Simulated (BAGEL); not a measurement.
# B3LYP/6-31G(d) (density fitting with qzvpp-jkfit, spherical functions) run of B2NH2OF (SMILES OB1NB1F)

Aim: the energy change on altering one bond length of B2NH2OF at B3LYP/6-31G* (density fitting with qzvpp-jkfit, spherical functions), from 2 runs. 

The results are computed with BAGEL 1.2.2.

1 further run of the same task is left out (set aside as unsound or not needed). Runs told in other sessions of the task aren't counted.

### 1 The molecule

B2NH2OF: 7 atoms, total charge 0, spin state singlet. As SMILES, `OB1NB1F`. The shape is that of a PBE0-D4/def2-TZVP optimisation. This is one conformer, not always the lowest.

Bond lengths: O1–B2 1.347 Å, B2–N3 1.423 Å, B2–B4 1.598 Å, N3–B4 1.403 Å, B4–F5 1.317 Å, O1–H6 0.959 Å, N3–H7 1.012 Å. Angles: O1–B2–N3 134.0°, O1–B2–B4 171.0°, N3–B2–B4 55.0°, B2–N3–B4 68.8°, B2–B4–N3 56.2°, B2–B4–F5 168.4°, N3–B4–F5 135.4°, B2–O1–H6 112.9°, B2–N3–H7 144.6°, B4–N3–H7 146.6°.

### 2 The energy at B3LYP/6-31G(d) (density fitting with qzvpp-jkfit, spherical functions)

input.json reads:

```json
{ "bagel" : [

{
  "title" : "molecule",
  "basis" : "6-31gs.json",
  "df_basis" : "qzvpp-jkfit",
  "angstrom" : "true",
  "geometry" : [
    { "atom" : "O", "xyz" : [   -1.276700,    0.176400,    1.308100 ] },
    { "atom" : "B", "xyz" : [   -0.379000,    0.150200,    0.304200 ] },
    { "atom" : "N", "xyz" : [    0.632200,   -0.768200,   -0.094800 ] },
    { "atom" : "B", "xyz" : [    0.587000,    0.339700,   -0.954100 ] },
    { "atom" : "F", "xyz" : [    1.250000,    0.724100,   -2.025300 ] },
    { "atom" : "H", "xyz" : [   -1.829400,    0.960200,    1.293400 ] },
    { "atom" : "H", "xyz" : [    1.077200,   -1.650400,    0.122900 ] }
  ]
},
{ "title" : "ks", "xc_func" : "b3lyp" },
{ "title" : "print", "file" : "orbitals.molden", "orbitals" : "true" }

]}
```

The basis set 6-31G* is read from a file made from the Basis Set Exchange's data (not shown).

Started as:

```bash
$ BAGEL_NUM_THREADS=1 BAGEL input.json > input.out
```

Log:

```text
* using 1 threads per process

  ===============================================================
  ===============================================================

  *** Geometry ***

  { "atom" : "O", "xyz" : [     -2.412613,      0.333348,      2.471951 ] },
  { "atom" : "B", "xyz" : [     -0.716206,      0.283837,      0.574855 ] },
  { "atom" : "N", "xyz" : [      1.194685,     -1.451688,     -0.179146 ] },
  { "atom" : "B", "xyz" : [      1.109269,      0.641940,     -1.802988 ] },
  { "atom" : "F", "xyz" : [      2.362158,      1.368351,     -3.827262 ] },
  { "atom" : "H", "xyz" : [     -3.457065,      1.814515,      2.444172 ] },
  { "atom" : "H", "xyz" : [      2.035613,     -3.118804,      0.232247 ] },

  Number of auxiliary basis functions:      417

  Since a DF basis is specified, we compute 2- and 3-index integrals:
    o Being stored without compression. Storage requirement is 0.018 GB

  Number of basis functions:       74
  Number of electrons      :       36

    * METHOD: MOLECULE                             0.14

  *** Kohn-Sham DFT ***

    * Removing 12772 points whose weight is below 1.00e-10
    * Grid points: 91570

  === Nuclear Repulsion ===
   135.2277846472

       - DIIS with orbital gradients will be used.

  === KS iteration (b3lyp / 6-31gs.json) ===
      0       -259.21904937          0.14423750           0.22
      1       -256.56524525          0.17895436           0.20
      2       -266.05603103          0.14263129           0.20
      3       -280.51655425          0.03121444           0.20
      4       -280.69119972          0.02085633           0.20
      5       -280.80519511          0.00820909           0.20
      6       -280.82594389          0.00176216           0.20
      7       -280.82680747          0.00065072           0.20
      8       -280.82692219          0.00023703           0.20
      9       -280.82694031          0.00007394           0.20
     10       -280.82694186          0.00001196           0.19
     11       -280.82694190          0.00000341           0.19
     12       -280.82694190          0.00000340           0.19
     13       -280.82694191          0.00000070           0.20
     14       -280.82694191          0.00000024           0.20
     15       -280.82694191          0.00000009           0.20
     16       -280.82694191          0.00000005           0.20
     17       -280.82694191          0.00000001           0.20
    * SCF iteration converged.

    * Permanent dipole moment:
           (    0.213853,     0.101111,    -0.325908) a.u.

    * METHOD: KS                                   3.98

    * METHOD: PRINT                                0.01

  ===============================================================
```

It took 4.5 s on 1 thread of Arm Neoverse V2, shared host; peak memory 0.33 GiB.

### 3 The distorted shape

dft.json reads:

```json
{ "bagel": [

{
  "title": "molecule",
  "basis": "6-31gs.json",
  "df_basis": "qzvpp-jkfit",
  "angstrom": true,
  "geometry": [
    { "atom": "O", "xyz": [   -0.613464,   -0.764154,    1.325740 ] },
    { "atom": "B", "xyz": [    0.284236,   -0.790354,    0.321840 ] },
    { "atom": "N", "xyz": [    1.295436,   -1.708754,   -0.077160 ] },
    { "atom": "B", "xyz": [    1.250236,   -0.600854,   -0.936460 ] },
    { "atom": "F", "xyz": [    1.913236,   -0.216454,   -2.007660 ] },
    { "atom": "H", "xyz": [   -1.829400,    0.960200,    1.293400 ] },
    { "atom": "H", "xyz": [    1.740436,   -2.590954,    0.140540 ] }
  ]
},
{
  "title": "ks",
  "xc_func": "b3lyp",
  "charge": 0
},
{
  "title": "print",
  "file": "orbitals.molden",
  "orbitals": true
}

]}
```

The basis set 6-31G* is read from a file made from the Basis Set Exchange's data (not shown).

Started as:

```bash
$ BAGEL_NUM_THREADS=1 BAGEL dft.json > dft.out
```

Log:

```text
* using 1 threads per process

  ===============================================================
  ===============================================================

  *** Geometry ***

  { "atom" : "O", "xyz" : [     -1.159279,     -1.444042,      2.505286 ] },
  { "atom" : "B", "xyz" : [      0.537128,     -1.493553,      0.608189 ] },
  { "atom" : "N", "xyz" : [      2.448019,     -3.229077,     -0.145811 ] },
  { "atom" : "B", "xyz" : [      2.362604,     -1.135450,     -1.769653 ] },
  { "atom" : "F", "xyz" : [      3.615492,     -0.409039,     -3.793928 ] },
  { "atom" : "H", "xyz" : [     -3.457065,      1.814515,      2.444172 ] },
  { "atom" : "H", "xyz" : [      3.288947,     -4.896193,      0.265582 ] },

  Number of auxiliary basis functions:      417

  Since a DF basis is specified, we compute 2- and 3-index integrals:
    o Being stored without compression. Storage requirement is 0.018 GB

  Number of basis functions:       74
  Number of electrons      :       36

    * METHOD: MOLECULE                             0.14

  *** Kohn-Sham DFT ***

    * Removing 11848 points whose weight is below 1.00e-10
    * Grid points: 92494

  === Nuclear Repulsion ===
   131.8044428779

       - DIIS with orbital gradients will be used.

  === KS iteration (b3lyp / 6-31gs.json) ===
      0       -258.87502983          0.14062446           0.22
      1       -256.13922466          0.17744377           0.21
      2       -265.40974908          0.13934847           0.20
      3       -280.16304071          0.03299941           0.20
      4       -280.04202880          0.03205747           0.20
      5       -280.44945414          0.01787113           0.20
      6       -280.61968226          0.00969253           0.21
      7       -280.63371134          0.00555489           0.21
      8       -280.64647767          0.00370284           0.20
      9       -280.64376234          0.00372650           0.21
     10       -280.64971143          0.00187376           0.20
     11       -280.65137931          0.00063919           0.21
     12       -280.65130648          0.00075603           0.21
     13       -280.65153508          0.00012905           0.20
     14       -280.65153612          0.00013020           0.21
     15       -280.65153998          0.00005577           0.21
     16       -280.65153550          0.00010330           0.21
     17       -280.65154118          0.00001556           0.21
     18       -280.65154123          0.00001065           0.21
     19       -280.65154124          0.00000937           0.21
     20       -280.65154128          0.00000318           0.20
     21       -280.65154128          0.00000192           0.20
     22       -280.65154128          0.00000163           0.21
     23       -280.65154128          0.00000128           0.22
     24       -280.65154128          0.00000039           0.21
     25       -280.65154128          0.00000012           0.21
     26       -280.65154128          0.00000015           0.21
     27       -280.65154128          0.00000005           0.21
     28       -280.65154128          0.00000002           0.20
     29       -280.65154128          0.00000002           0.20
     30       -280.65154128          0.00000001           0.20
    * SCF iteration converged.

    * Permanent dipole moment:
           (   -0.257036,     0.234209,     0.102135) a.u.

    * METHOD: KS                                   6.77

    * METHOD: PRINT                                0.01

  ===============================================================
```

It took 7.2 s on 1 thread of Arm Neoverse V2, shared host; peak memory 0.33 GiB.

### 4 Summary of results

Level: B3LYP/6-31G* (density fitting with qzvpp-jkfit, spherical functions).

| quantity | value |
| --- | --- |
| first shape: total energy | -280.82694 Eh |
| first shape: dipole moment | 1.02 D |
| first shape: HOMO energy | -6.66 eV |
| first shape: LUMO energy | 0.62 eV |
| first shape: HOMO–LUMO gap | 7.29 eV |
| distorted shape: total energy | -280.65154 Eh |
| distorted shape: dipole moment | 0.92 D |
| distorted shape: HOMO energy | -6.88 eV |
| distorted shape: LUMO energy | -4.76 eV |
| distorted shape: HOMO–LUMO gap | 2.12 eV |
| energy change with the O1–H6 bond stretched from 0.959 to 2.110 Å | 4.773 eV |

In words: With the O1–H6 bond stretched from 0.959 to 2.110 Å the energy rises by 4.77 eV (461 kJ/mol). The first shape isn't relaxed at this level, so the change isn't measured from a minimum. A restricted reference can't describe the breaking bond well at this length.
